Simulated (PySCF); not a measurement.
**C2H9BOSi: electronic excitations and core binding energies**

Aim: predict the electronic excitations and core binding energies of C2H9BOSi (`BC[SiH2]OC`).

The runs use PySCF 2.14.0, with density-fitted response routines of our own; the level of theory stands in each step. All values are computed, except where a source is named. Atoms count from 0, in the outputs and in this text.

## (1) The starting structure

14 atoms, charge 0, multiplicity 1; geometry from: GFN2-xTB.

Bonds of the start (Å): B0–C1 1.54, C1–Si2 1.91, Si2–O3 1.62, O3–C4 1.40, B0–H5 1.17, B0–H6 1.17, C1–H7 1.09, C1–H8 1.09, Si2–H9 1.47, Si2–H10 1.47, C4–H11 1.09, C4–H12 1.09, C4–H13 1.09.

## (2) TDDFT and polarisability: B3LYP/def2-SVPD

Job settings and geometry (Å):

```
{"job": {"kind": "uv", "xc": "B3LYP", "basis": "def2-SVPD", "nstates": 8, "ntriplets": 3}, "charge": 0, "multiplicity": 1}
B     -2.206705    -0.229839     0.341947
C     -1.589606     0.675475    -0.747294
Si     0.154016     1.189017    -0.170384
O      0.953125    -0.208758     0.006628
C      2.287814    -0.406677     0.362805
H     -2.119232    -1.394645     0.275101
H     -2.750674     0.252757     1.260772
H     -1.482381     0.199302    -1.719906
H     -2.116560     1.616474    -0.890153
H      0.793220     2.030552    -1.195011
H      0.149351     1.957503     1.081786
H      2.487246    -0.005517     1.359059
H      2.482305    -1.479535     0.360182
H      2.957401     0.083445    -0.347697
```

Level: TDDFT B3LYP/def2-SVPD, vertical, gas phase, core orbitals frozen in the response.

Launch:

```console
> OMP_NUM_THREADS=1 python probes_run.py task.json out
```

One launch serves the whole session: the jobs run in the order shown.

**Question.** This job is followed by: delta-SCF UKS SCAN, pcX-2 on the ionised atom, pcseg-1 elsewhere, spin-free X2C. What will the session give for the following? lowest singlet (B3LYP/def2-SVPD); brightest single state of those computed; lowest triplet; C1s binding energies, SCAN/pcX-2; Si1s binding energies, SCAN/pcX-2; Si2p binding energies, SCAN/pcX-2; O1s binding energies, SCAN/pcX-2.

As calculated:

```
                                quantity                        value
        lowest singlet (B3LYP/def2-SVPD)  5.71 eV (217 nm), f = 0.011
brightest single state of those computed  state 8, 7.68 eV, f = 0.034
                          lowest triplet                      5.25 eV
        C1s binding energies, SCAN/pcX-2      C4 292.52, C1 289.79 eV
       Si1s binding energies, SCAN/pcX-2               Si2 1847.01 eV
       Si2p binding energies, SCAN/pcX-2                Si2 107.33 eV
        O1s binding energies, SCAN/pcX-2                 O3 538.15 eV
```

The first singlet state (HOMO→LUMO 0.90) lies at 5.71 eV and is weak; of the 8 states computed, the strongest absorption comes from states 7 to 8 together at 7.68 eV (the last computed, so partners may be missing). The lowest triplet lies 0.46 eV below the lowest singlet (triplets in Tamm-Dancoff, singlets in full TDDFT). The C1s levels kept as sound span 2.73 eV, from C1 (sp3 CH2 bonded to B and Si) up to C4 (methyl carbon bonded to O).
